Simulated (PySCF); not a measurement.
**GeHOH: relaxation and vibrations of the singlet**

Where does singlet GeHOH go from a bent start, is the end point a minimum, and what are its modes, charges and moments?

Computed with PySCF 2.14.0. Level: PBE0, basis Ge def2-TZVP, H def2-TZVP, O def2-TZVP, no relativity, density fitting.

## Step 1: The starting structure

4 atoms, charge 0, spin multiplicity 1.

Bond lengths: Ge1–H2 1.530 Å, Ge1–O3 1.840 Å, O3–H4 0.960 Å. Angles: H2–Ge1–O3 110.0°, Ge1–O3–H4 130.0°.

```xyz
4
charge 0 multiplicity 1
Ge    0.0000    0.0000    0.0000
H     1.2533    0.0000    0.8776
O    -1.5072    0.0000    1.0554
H    -2.0127    0.7354    1.4093
```

## Step 2: First SCF at the start

One driver script runs all steps and calls PySCF; scf.py shows how it sets up the SCF of each step. The optimiser is the driver's own. After this first run the driver tries any further starts and a stability analysis.

scf.py reads:

```python
from pyscf import gto, scf, dft
mol = gto.M(atom='''
Ge     0.000000     0.000000     0.000000
H      1.253300     0.000000     0.877600
O     -1.507200     0.000000     1.055400
H     -2.012700     0.735400     1.409300''',
    basis={'Ge': 'def2-TZVP', 'H': 'def2-TZVP', 'O': 'def2-TZVP'},
    charge=0, spin=0)
mf = dft.RKS(mol, xc='PBE0')
mf.grids.atom_grid = (50, 194)
aux = {'Ge': 'def2-universal-JKFIT', 'H': 'def2-universal-JKFIT', 'O': 'def2-universal-JKFIT'}
mf = mf.density_fit(auxbasis=aux)
mf.conv_tol = 1e-08
mf.diis_space = 10
mf.max_cycle = 60
mf.init_guess = 'minao'
mf.verbose = 4
mf.kernel()
```

Started as:

```console
$ OMP_NUM_THREADS=2 python axn.py task.json out
```

The log of the run:

```text
init E= -2152.40852522001
  HOMO = -0.226010291476655  LUMO = -0.113114691302229  gap/eV = 3.07205
cycle= 1 E= -2152.94147790222  delta_E= -0.533  |g|= 0.993  |ddm|= 1.64
  HOMO = -0.109755554362399  LUMO = -0.0859545658128984  gap/eV = 0.64766
cycle= 2 E= -2152.08431692239  delta_E= 0.857  |g|=  2.2  |ddm|= 1.66
  HOMO = -0.223321112725671  LUMO = -0.0927184441369064  gap/eV = 3.55388
cycle= 3 E= -2153.06964554232  delta_E= -0.985  |g|= 0.298  |ddm|= 1.41
  HOMO = -0.228271496165213  LUMO = -0.094502582339878  gap/eV = 3.64004
cycle= 4 E= -2153.08533238589  delta_E= -0.0157  |g|= 0.101  |ddm|= 0.222
  HOMO = -0.235225328767577  LUMO = -0.0982117357059522  gap/eV = 3.72833
cycle= 5 E= -2153.08626033972  delta_E= -0.000928  |g|= 0.0191  |ddm|= 0.0628
  HOMO = -0.232281199235089  LUMO = -0.095024296430978  gap/eV = 3.73495
cycle= 6 E= -2153.08635191277  delta_E= -9.16e-05  |g|= 0.00401  |ddm|= 0.0203
  HOMO = -0.232508897086518  LUMO = -0.0952125246764055  gap/eV = 3.73602
cycle= 7 E= -2153.08635535017  delta_E= -3.44e-06  |g|= 0.000551  |ddm|= 0.00347
  HOMO = -0.232551941445962  LUMO = -0.0952361804814501  gap/eV = 3.73655
cycle= 8 E= -2153.08635548971  delta_E= -1.4e-07  |g|= 0.000241  |ddm|= 0.00133
  HOMO = -0.232553322283522  LUMO = -0.0952381010999162  gap/eV = 3.73654
cycle= 9 E= -2153.08635551208  delta_E= -2.24e-08  |g|= 5.31e-05  |ddm|= 0.00031
  HOMO = -0.232551246956582  LUMO = -0.0952396841903678  gap/eV = 3.73644
cycle= 10 E= -2153.08635551388  delta_E= -1.8e-09  |g|= 1.74e-05  |ddm|= 0.000145
  HOMO = -0.232551389327199  LUMO = -0.0952396373601374  gap/eV = 3.73644
Extra cycle  E= -2153.08635551397  delta_E= -8.91e-11  |g|= 1.56e-05  |ddm|= 2.94e-05
converged SCF energy = -2153.08635551397
```

This step, with its further starts and checks, took 5.9 s on 2 threads of Arm Neoverse V2, shared host.

Energies from each starting density:

| start | energy (Eh) |
| --- | --- |
| the minimal-basis guess | -2153.086356 |
| a thermally smeared density | -2153.086356 |
| a smeared PBE density | -2153.086356 |

No lower closed-shell solution turned up from the other starts or in the test of internal stability.

## Step 3: Relaxing the singlet from the bent start

The program finds C1 symmetry in the start. The walk stops when the largest gradient is under 0.0003 Eh/bohr and the energy has settled too.

scf.py: that of step 2 with these lines changed.

```diff
@@ -3,4 +3,4 @@
-Ge     0.000000     0.000000     0.000000
-H      1.253300     0.000000     0.877600
-O     -1.507200     0.000000     1.055400
-H     -2.012700     0.735400     1.409300''',
+Ge     0.270558    -0.008062    -0.208696
+H      1.523858    -0.008062     0.668904
+O     -1.236642    -0.008062     0.846704
+H     -1.742142     0.727338     1.200604''',
@@ -16 +15,0 @@
-mf.init_guess = 'minao'
```

The optimiser's trace:

| step | energy (Eh) | change (kJ/mol) | largest gradient (Eh/bohr) |
| --- | --- | --- | --- |
| 0 | -2153.086356 | 0.00 | 0.04001 |
| 1 | -2153.095006 | -22.71 | 0.00830 |
| 2 | -2153.096965 | -27.85 | 0.01937 |
| 3 | -2153.097953 | -30.45 | 0.03309 |
| 4 | -2153.100383 | -36.83 | 0.03364 |
| 5 | -2153.105432 | -50.08 | 0.01454 |
| 6 | -2153.107584 | -55.74 | 0.02907 |
| 7 | -2153.110435 | -63.22 | 0.00941 |
| 8 | -2153.110721 | -63.97 | 0.01326 |
| 9 | -2153.110931 | -64.52 | 0.00113 |
| 10 | -2153.110953 | -64.58 | 0.00071 |
| 11 | -2153.110957 | -64.59 | 0.00017 |
| 12 | -2153.110957 | -64.59 | 0.00013 |

The walk took 13 s.

Geometry (Å) and forces (eV/Å) at some steps:

```
step 0
Ge   0.271  -0.008  -0.209  -2.058  -0.017  -1.262
H    1.524  -0.008   0.669   0.717   0.081   1.463
O   -1.237  -0.008   0.847   1.066  -0.048  -0.203
H   -1.742   0.727   1.201   0.275  -0.016   0.001
step 1
Ge   0.221  -0.024  -0.312  -0.428  -0.004   0.039
H    1.412   0.024   0.765   0.049   0.043   0.183
O   -1.166  -0.019   0.840   0.157   0.091  -0.144
H   -1.651   0.722   1.214   0.222  -0.130  -0.077
step 6
Ge   0.204  -0.207  -0.320  -0.065  -0.067   0.340
H    1.265   0.208   0.868  -0.319   0.064  -0.170
O   -1.339   0.073   0.562   0.277   1.235   1.324
H   -1.314   0.629   1.397   0.106  -1.232  -1.494
step 12
Ge   0.194  -0.260  -0.302   0.000   0.001   0.002
H    1.170   0.256   0.880  -0.002  -0.002  -0.003
O   -1.332   0.156   0.531   0.004  -0.003  -0.006
H   -1.217   0.550   1.399  -0.003   0.003   0.007
```

After 12 steps and 64.6 kJ/mol it ends at Cs: Ge–H 1.618 Å, Ge–O 1.787 Å, O–H 0.960 Å; Ge–O–H 114.5°, H–Ge–O 95.7°.

## Step 4: Vibrations and properties at this point

The point is checked on the finer grid, and tightened if its gradient asks for it. The Hessian and the dipole derivatives come from central differences of analytic gradients, with steps of 0.02 bohr.

scf.py: that of step 3 with these lines changed.

```diff
@@ -3,4 +3,4 @@
-Ge     0.270558    -0.008062    -0.208696
-H      1.523858    -0.008062     0.668904
-O     -1.236642    -0.008062     0.846704
-H     -1.742142     0.727338     1.200604''',
+Ge     0.270266    -0.086858    -0.176324
+H      1.246984     0.428943     1.005944
+O     -1.255249     0.329209     0.656218
+H     -1.141161     0.722578     1.524834''',
@@ -10 +10 @@
-mf.grids.atom_grid = (50, 194)
+mf.grids.atom_grid = (75, 302)
@@ -13 +13 @@
-mf.conv_tol = 1e-08
+mf.conv_tol = 1e-10
```

This SCF starts from the last density.

SCF at the final geometry:

```text
init E= -2153.11091571694
  HOMO = -0.255319072989302  LUMO = -0.0829519212150558  gap/eV = 4.69035
cycle= 1 E= -2153.11091571692  delta_E= 1.32e-11  |g|= 1.47e-05  |ddm|= 1.04e-05
  HOMO = -0.255319726857358  LUMO = -0.0829522740739606  gap/eV = 4.69036
cycle= 2 E= -2153.11091571687  delta_E= 4.91e-11  |g|= 2.34e-05  |ddm|= 1.68e-05
  HOMO = -0.255319364917902  LUMO = -0.0829521579427919  gap/eV = 4.69035
cycle= 3 E= -2153.11091571694  delta_E= -6.68e-11  |g|= 3.34e-06  |ddm|= 1.15e-05
  HOMO = -0.255319331443054  LUMO = -0.0829520136116031  gap/eV = 4.69035
Extra cycle  E= -2153.11091571695  delta_E= -5.91e-12  |g|= 5.89e-06  |ddm|= 4.36e-06
converged SCF energy = -2153.11091571695
```

The whole step took 31 s.

Geometry: Cs; Ge–H 1.618 Å, Ge–O 1.787 Å, O–H 0.960 Å; Ge–O–H 114.5°, H–Ge–O 95.8°.

Harmonic modes (main isotopes):

| symmetry | ω (cm⁻¹) | IR (km/mol) |
| --- | --- | --- |
| a'' | 605 | 133 |
| a' | 687 | 170 |
| a' | 721 | 18.8 |
| a' | 910 | 34.5 |
| a' | 1828 | 468 |
| a' | 3888 | 71.6 |

All wavenumbers are real: a minimum.

Properties at this point:

- Dipole moment: 1.22 D
- Highest occupied level: -6.95 eV
- Lowest empty level: -2.26 eV
- Rotational constants: 5.114, 0.3686, 0.3438 cm⁻¹
- Zero-point energy: 51.7 kJ/mol
- Principal polarisabilities: 28.1, 37.4, 40.9 bohr³
- Atomisation energy without zero-point energy: 1142 kJ/mol
- Principal traceless quadrupole moments about the centre of mass: -5.55, 2.75, 2.79 D Å
- Entropy at 298.15 K and 1 bar: 255.7 J/(mol K)
- Heat capacity Cp at 298.15 K: 46.5 J/(mol K)
- Enthalpy at 298.15 K above 0 K: 11.05 kJ/mol
- Rotational symmetry number: 1

Populations by atom (charges in e):

| atom | Mulliken | Löwdin | polar tensor | Mayer order to Ge1 |
| --- | --- | --- | --- | --- |
| Ge1 | 0.29 | 0.24 | 0.79 | – |
| H2 | -0.07 | -0.12 | -0.30 | 0.94 |
| O3 | -0.54 | -0.27 | -0.76 | 1.12 |
| H4 | 0.33 | 0.15 | 0.27 | 0.03 |

Mulliken populations on Ge1: s 7.86, p 13.65, d 10.17, f 0.04.

## Step 5: Would spin polarisation lower it?

At the lowest minimum the closed shell is tested against spin polarisation, on the (50, 194) grid. It is stable.

## Step 6: Results

```
                                 quantity                                                                 value
                                  minimum                                                           singlet, Cs
                                 geometry  Ge–H 1.618 Å, Ge–O 1.787 Å, O–H 0.960 Å; Ge–O–H 114.5°, H–Ge–O 95.8°
                       wavenumbers (cm⁻¹)         605 (a''), 687 (a'), 721 (a'), 910 (a'), 1828 (a'), 3888 (a')
                            dipole moment                                                                1.22 D
     highest occupied, lowest empty level                                                       -6.95, -2.26 eV
               polar-tensor charge of Ge1                                                               +0.79 e
                        zero-point energy                                                           51.7 kJ/mol
                      entropy at 298.15 K                                                       255.7 J/(mol K)
atomisation energy (no zero-point energy)                                                           1142 kJ/mol
```

The bent start (C1) ends in a minimum of Cs symmetry. The strongest infrared band lies at 1828 cm⁻¹ (a'). Only this shape and spin were tried, so other structures or states may lie lower.

The search up to here took 52 s on 2 threads of Arm Neoverse V2, shared host.
